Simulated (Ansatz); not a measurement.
# W3C: one candidate structure

Where does W3C go from the start given, TiAl3 (D0_22) type (I4/mmm, No. 139)?

Method: DFT PBE, scalar-relativistic, plane waves, PAW, in Ansatz 0.2.0.

## Step 1: The system as given

The structure is tetragonal, space group I4/mmm (No. 139). Conventional cell: a = 3.684 Å, b = 3.684 Å, c = 8.229 Å, α = 90.00°, β = 90.00°, γ = 90.00°. W (site symmetry 4/mmm) is surrounded by 4 C at 2.61 Å and 8 W at 2.76 Å. W (site symmetry -4m2) has 8 W at 2.61 to 2.76 Å and 4 C at 2.76 Å as nearest neighbours. Around C (site symmetry 4/mmm) lie 12 W at 2.61 to 2.76 Å.

Structure file:

```xyz
4
Lattice="-1.8421 1.8421 4.1147 1.8421 -1.8421 4.1147 1.8421 1.8421 -4.1147" Properties=species:S:1:pos:R:3 pbc="T T T"
W     0.0000    0.0000    4.1147
W     1.8421    0.0000    2.0574
W     0.0000    1.8421    2.0574
C     0.0000    0.0000    0.0000
```

(A quick probe on a coarse mesh, which set the mesh and smearing, is not shown.)

## Step 3: Relaxing cell and atoms

Input file input.yaml:

```yaml
crystal:
  lattice:
    - [-1.8420534521, 1.8420534521, 4.1147168022]
    - [1.8420534521, -1.8420534521, 4.1147168022]
    - [1.8420534521, 1.8420534521, -4.1147168022]
  atoms:
    - { symbol: W, position: [0.5, 0.5, 0.0] }
    - { symbol: W, position: [0.25, 0.75, 0.5] }
    - { symbol: W, position: [0.75, 0.25, 0.5] }
    - { symbol: C, position: [0.0, 0.0, 0.0] }
basis:
  ecutwfc: 420
kpoints:
  mp_grid: { grid: [18, 18, 18] }
hamiltonian:
  xc: pbe
scf:
  occupations: { method: gaussian, width: 0.1 }
output:
  forces: true
  stress: true
  eigenvalues: true
relax:
  adjacent_minimum: "off"
  f_tol: 0.01
  max_steps: 80
  cell: { stress_tol: 0.05 }
```

Run with:

```bash
ansatz run input.yaml --threads 1 --pin off --max-ram 2560MiB --backend cpu --events-out ev --progress --plain --runs-dir out
```

Q: Predict the outcome of this session.

**Answer**, as computed:

Formation energies count from the elements, computed with the same settings in runs not shown here.

| quantity | value |
| --- | --- |
| cell (conventional) | a = 3.516 Å, b = 3.516 Å, c = 9.060 Å, α = 90.00°, β = 90.00°, γ = 90.00° |
| space group | I4/mmm (No. 139) |
| volume | 14.00 Å³/atom |
| gap on the mesh | none (metal) |
| formation energy from the elements | +1.268 eV/atom |

What this shows: The space group stayed I4/mmm, and the volume went from 13.96 to 14.00 Å³/atom. The formation energy of +1.27 eV/atom is positive, so the elements are lower than this compound. Spin-orbit coupling is left out, which matters for the bands of W.
